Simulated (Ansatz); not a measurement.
Task: an SCF with some post-processing of MoS₂, space group P-6m2, with Ansatz 0.2.0, Python API. Give the script and its output. Settings: PBEsol, PAW, cutoff 463 eV, 9×9×1 k-points, Fermi-Dirac smearing of 0.05 eV.

The script reads `mos2.xyz`:
```text
9
Lattice="3.18401552 0.0 0.0 -1.59200776 2.75743832 0.0 0.0 0.0 28.3873198" Properties=species:S:1:pos:R:3 pbc="T T T"
Mo    1.59200778    0.91914610    0.00000000
Mo   -0.00000002    1.83829223   21.91033351
Mo   -0.00000002    1.83829223    6.47698629
S    -0.00000002    1.83829223    1.55181782
S     1.59200778    0.91914610   23.46231597
S     1.59200778    0.91914610    8.02828860
S    -0.00000002    1.83829223   26.83550198
S     1.59200778    0.91914610   20.35903120
S     1.59200778    0.91914610    4.92500383
```

Script `mos2_report.py`:
```python
"""One SCF of MoS2 and its post-processing."""

from pathlib import Path
import warnings

import ansatz as az
import numpy as np
from pymatgen.core import Structure


def main() -> None:
    warnings.simplefilter("ignore", az.DeckWarning)

    mos2 = az.Crystal.from_extxyz("mos2.xyz")

    setup = mos2.calculation()
    setup = setup.functional("pbesol").occupations("fermi_dirac", width=50 * az.meV)
    setup = setup.basis(17 * az.Ha)
    setup = setup.kpoints(spacing=0.26)
    setup = setup.density()
    setup = setup.electron_localization_function()
    setup = setup.output_files(volumetric_format="npy")
    setup = setup.populations().density_of_states(energy_step=0.1, projected=True)
    result = setup.run()
    r = result.report

    energy = r["free_energy_ev"]
    print("MoS2: {:.6f} eV = {:.6f} Ry = {:.6f} Ha".format(energy, energy / 13.605693, energy / 27.211386))
    print("Fermi level {:.4f} eV, {} k-points, {} symmetry operations".format(r["fermi_energy_ev"], r["n_kpoints"], r["n_symmetry_ops"]))

    # ELF is 0.5 in a uniform gas and nears 1 where pairs localise
    folder = Path(result.write_results("elf"))
    elf = np.load(folder / "elf.npy")
    peak = np.unravel_index(elf.argmax(), elf.shape)
    print(f"largest ELF {elf.max():.3f} at grid fractions", np.round(np.array(peak) / elf.shape, 3))
    for level in (0.2, 0.5, 0.7, 0.8, 0.9):
        print(f"share of the cell with ELF over {level}: {np.mean(elf > level):.3f}")

    files = Path(result.write_results("tables"))
    print((files / "populations.tsv").read_text())

    final = Structure(result.lattice.cell_ang, [s.symbol for s in result.lattice.sites], [s.position_frac for s in result.lattice.sites])
    distances = np.array([n.nn_distance for shell in final.get_all_neighbors(5.0) for n in shell])
    values, counts = np.unique(distances.round(2), return_counts=True)
    print("distance (A)  neighbours per atom")
    for value, count in list(zip(values, counts))[:14]:
        print(f"{value:10.2f} {count / len(final):10.2f}")

    # first and second moments of the projected d states
    dos = result.density_of_states()
    energy = np.asarray(dos.energies_ev) - dos.fermi_ev
    window = (energy > -12) & (energy < 4)
    for index, site in enumerate(result.projected_density_of_states().sites):
        for shell in site.shells:
            if shell.l == 2:
                g = sum(np.sum(part.g_bin_mean_per_ev, axis=0) for part in shell.curves)[window]
                if g.sum() > 1e-6:
                    centre = (g * energy[window]).sum() / g.sum()
                    width = np.sqrt((g * (energy[window] - centre) ** 2).sum() / g.sum())
                    print(f"site {index} {site.species} {shell.label}: centre {centre:.3f} eV, rms width {width:.3f} eV")


if __name__ == "__main__":
    main()
```

```console
$ python mos2_report.py
MoS2: -20010.425040 eV = -1470.739127 Ry = -735.369563 Ha
Fermi level 5.4137 eV, 12 k-points, 12 symmetry operations
largest ELF 0.951 at grid fractions [0.667 0.333 0.685]
share of the cell with ELF over 0.2: 0.462
share of the cell with ELF over 0.5: 0.248
share of the cell with ELF over 0.7: 0.152
share of the cell with ELF over 0.8: 0.078
share of the cell with ELF over 0.9: 0.015
# site	symbol	l	j	q
# orbitals = lowdin
# n_electrons = 78.000000
# spilling = 0.007930
0	Mo	0_4S	-	1.966983
0	Mo	0_5S	-	0.524955
0	Mo	1_4P	-	5.993807
0	Mo	2_4D	-	5.202959
1	Mo	0_4S	-	1.967008
1	Mo	0_5S	-	0.523675
1	Mo	1_4P	-	5.993835
1	Mo	2_4D	-	5.202207
2	Mo	0_4S	-	1.967008
2	Mo	0_5S	-	0.523675
2	Mo	1_4P	-	5.993835
2	Mo	2_4D	-	5.202207
3	S	0_3S	-	1.767242
3	S	1_3P	-	4.285789
4	S	0_3S	-	1.767324
4	S	1_3P	-	4.286517
5	S	0_3S	-	1.766591
5	S	1_3P	-	4.286192
6	S	0_3S	-	1.767242
6	S	1_3P	-	4.285789
7	S	0_3S	-	1.766591
7	S	1_3P	-	4.286192
8	S	0_3S	-	1.767324
8	S	1_3P	-	4.286517

distance (A)  neighbours per atom
      2.41       4.00
      3.10       0.67
      3.18       6.00
      3.84       1.33
      3.99       4.00
      4.45       4.00
      4.93       0.89
      4.99       1.33
site 0 Mo 4D: centre -1.403 eV, rms width 2.931 eV
site 1 Mo 4D: centre -1.403 eV, rms width 2.931 eV
site 2 Mo 4D: centre -1.403 eV, rms width 2.931 eV
```

Reading the output:
- Absolute energies stand on the zero of these potentials, so only differences at equal settings mean something.
- No spin polarisation was allowed.
- Along an axis with an odd division the mesh misses the point at one half; a gap read on a finite mesh is an upper bound on this functional's gap.
- Semilocal gaps usually lie well under measured ones.
- The cell holds layers, chains or clusters in vacuum, no bulk phase.
- An absolute Fermi energy rests on an arbitrary zero of the periodic potential and has no direct meaning.
- Projections exist only for the shells that the potentials hold, some of them semicore, and samples at single energies can miss narrow peaks.
- An opening on this mesh may only mean that it misses a point where bands touch.
- The crystal has a gap of about 1.16 eV on the mesh; bins of finite width blur the band edges.
- Grid values close to the nuclei reflect the PAW or pseudopotential construction, not the all-electron fields.
- This cell is a computed structure, which may not be the phase found in nature.
- The computed bands are complete only to about 1.7 eV above the Fermi level; beyond that the density of states is undercounted.
- A band centre counts only the states inside the window taken.
- Hardware and time: 35 s on 1 thread of Arm Neoverse N1, with other jobs on the host, peak memory 0.53 GiB.

(Lines on the test bed's own set-up are left out of the output.)
